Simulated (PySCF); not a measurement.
# From one method to the next for BeSe

Starting from one script, swap the method and compare what comes out for BeSe.

Method: each script names its method and basis; program: PySCF 2.14.0.

2 further runs of the same task are left out: 2 that didn't finish.

## (1) The system as given

BeSe: 2 atoms, charge 0, spin multiplicity 1.

Bond lengths: Be1–Se2 1.930 Å.

## (2) Base script

Input file input.py:

```python
from pyscf import gto, scf

mol = gto.M(
    atom='Be 0 0 0; Se 0 0 1.93',
    basis='ano-rcc-vdzp',
    charge=0,
    spin=0,
    verbose=4,
)
mf = scf.RHF(mol)
mf = mf.sfx2c1e()
mf.kernel()
mf.dip_moment()
print('orbital energies (hartree):', mf.mo_energy[..., max(0, mol.nelec[1]-3):mol.nelec[0]+3].round(4))
```

The run is started by

```
python input.py
```

## (3) EOM-IP

Run 1 changes step after the SCF: none → eomip; frozen orbitals: none → 9; number of roots: none → 5.

input.py, as its differences from that of step 2:

```diff
@@ -1,2 +1,2 @@
-from pyscf import gto, scf
+from pyscf import gto, scf, cc
 
@@ -12,2 +12,6 @@
 mf.kernel()
+mycc = cc.CCSD(mf, frozen=9)
+mycc.kernel()
+e = mycc.ipccsd(nroots=5)[0]
+print('roots (eV) =', (e*27.211386).round(3))
 mf.dip_moment()
```

## (4) Pbe (RKS)

Run 2 changes functional: none (Hartree–Fock) → pbe; SCF type: RHF → RKS; step after the SCF: none → analyze.

Input file input.py:

```python
from pyscf import gto, dft

mol = gto.M(
    atom='Be 0 0 0; Se 0 0 1.93',
    basis='ano-rcc-vdzp',
    charge=0,
    spin=0,
    verbose=4,
)
mf = dft.RKS(mol, xc='pbe')
mf = mf.sfx2c1e()
mf.kernel()
mf.analyze()
print('orbital energies (hartree):', mf.mo_energy[..., max(0, mol.nelec[1]-3):mol.nelec[0]+3].round(4))
```

## (5) ROHF

Run 3 changes SCF type: RHF → ROHF.

input.py, as its differences from that of step 2:

```diff
@@ -9,3 +9,3 @@
 )
-mf = scf.RHF(mol)
+mf = scf.ROHF(mol)
 mf = mf.sfx2c1e()
```

## (6) CCSD(T)

Run 4 changes step after the SCF: none → ccsd(t); frozen orbitals: none → 9.

input.py, as its differences from that of step 2:

```diff
@@ -1,2 +1,2 @@
-from pyscf import gto, scf
+from pyscf import gto, scf, cc
 
@@ -12,2 +12,5 @@
 mf.kernel()
+mycc = cc.CCSD(mf, frozen=9)
+mycc.kernel()
+mycc.ccsd_t()
 mf.dip_moment()
```

## (7) B3lyp (RKS)

Run 5 changes functional: none (Hartree–Fock) → b3lyp; SCF type: RHF → RKS; step after the SCF: none → analyze.

Input file input.py:

```python
from pyscf import gto, dft

mol = gto.M(
    atom='Be 0 0 0; Se 0 0 1.93',
    basis='ano-rcc-vdzp',
    charge=0,
    spin=0,
    verbose=4,
)
mf = dft.RKS(mol, xc='b3lyp')
mf = mf.sfx2c1e()
mf.kernel()
mf.analyze()
print('orbital energies (hartree):', mf.mo_energy[..., max(0, mol.nelec[1]-3):mol.nelec[0]+3].round(4))
```

Before running it: what results should come out? Wanted: for each run, E(SCF); from base; gap; SCF dipole; after the SCF.

As calculated:

| run | E(SCF) (hartree) | from base (eV) | cycles | gap (eV) | SCF dipole (D) | after the SCF |
| --- | --- | --- | --- | --- | --- | --- |
| base | -2442.700665 | 0 | 9 | 7.14 | 5.98 | n/a |
| EOM-IP | -2442.700665 | 0.0000 | 9 | 7.14 | 5.98 | CCSD correlation -4.922 eV, core frozen, first root 8.57 eV |
| pbe (RKS) | -2444.245703 | not comparable | 10 | 0.76 | 4.29 | n/a |
| ROHF | -2442.700665 | 0.0000 | 9 | n/a | 5.98 | n/a |
| CCSD(T) | -2442.700665 | 0.0000 | 9 | 7.14 | 5.98 | CCSD(T) correlation -5.199 eV, core frozen |
| b3lyp (RKS) | -2444.650844 | not comparable | 10 | 1.98 | 4.65 | n/a |

In words: No change of the SCF energy comes from ROHF. The gap between the frontier levels is 0.8 eV with pbe (0 % exact exchange) and 2.0 eV with b3lyp (20 %): exact exchange opens it. A lower total energy from another functional means nothing by itself.
